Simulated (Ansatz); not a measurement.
# GdZn, space group Pm-3m: a scan of one input key

Program: Ansatz's Python interface.

Input file `gdzn.vasp`:
```text
GdZn
1.0
   3.61800000    0.00000000    0.00000000
   0.00000000    3.61800000    0.00000000
   0.00000000    0.00000000    3.61800000
Gd Zn
1 1
Direct
   0.00000000    0.00000000    0.00000000
   0.50000000    0.50000000    0.50000000
```

The script, `gdzn_edit.py`:
```python
"""Keys set on an Input object, for GdZn."""

import ansatz as az
from ase.io import read

SMEARING = "Fermi-Dirac"
FUNCTIONAL = "pbesol"
K_SPACING = 0.2
CUTOFF = 550

atoms = read("gdzn.vasp", format="vasp")
xtal = az.Crystal.from_ase(atoms).moments(Gd=9.1)

calc = xtal.calculation()
calc = calc.occupations(SMEARING)
calc = calc.functional(FUNCTIONAL).kpoints(spacing=K_SPACING)
calc = calc.basis(CUTOFF).pseudopotentials("paw")
calc = calc.spin(az.SpinTreatment.COLLINEAR)
calc = calc.band_table()
typed = calc.input()
rows = []
for value in [0.0001, 1e-06, 1e-08]:
    edited = typed.set(az.key.scf.convergence.dr2_threshold, value)
    report = az.Session.from_dict(edited).plan().execute().report
    rows.append((value, report["free_energy_ev"], report["n_iterations"], len(report["eigenvalues_ev"][0]) if "eigenvalues_ev" in report else 0))
for row in rows:
    print("; ".join(f"{name} = {round(v, 4) if isinstance(v, float) else v}" for name, v in zip(["threshold eV", "F eV", "iterations", "bands listed"], row)))
```

`python gdzn_edit.py` gives:
```text
DeckWarning: where an SCF of this run starts from atoms to list the orders of its open shells, Gd (site 0, from 0) starts with 6.64 μB on its 4f shell and 0.64 μB on its 5d shell, in the place of the [...]
threshold eV = 0.0001; F eV = -12509.5659; iterations = 8; bands listed = 24
threshold eV = 0.0; F eV = -12509.5659; iterations = 10; bands listed = 24
threshold eV = 0.0; F eV = -12509.5659; iterations = 12; bands listed = 24
```
(Warnings from the package without file and line, shortened, repeats left out.)

What to keep in mind:
- Total energies depend on the potentials; only differences at equal settings carry meaning. A total without «per atom» is that of the whole cell that was run.
- Open f shells: without a Hubbard U, without spin-orbit coupling; the state reached hangs on the start and needn't be the lowest.
- The starting cell is as deposited in a crystallographic database; the results hold for this polymorph, which needn't be the stable one.
- Run time: 23 s on 1 thread of Arm Neoverse V2, with other jobs on the host, peak memory 0.57 GiB.
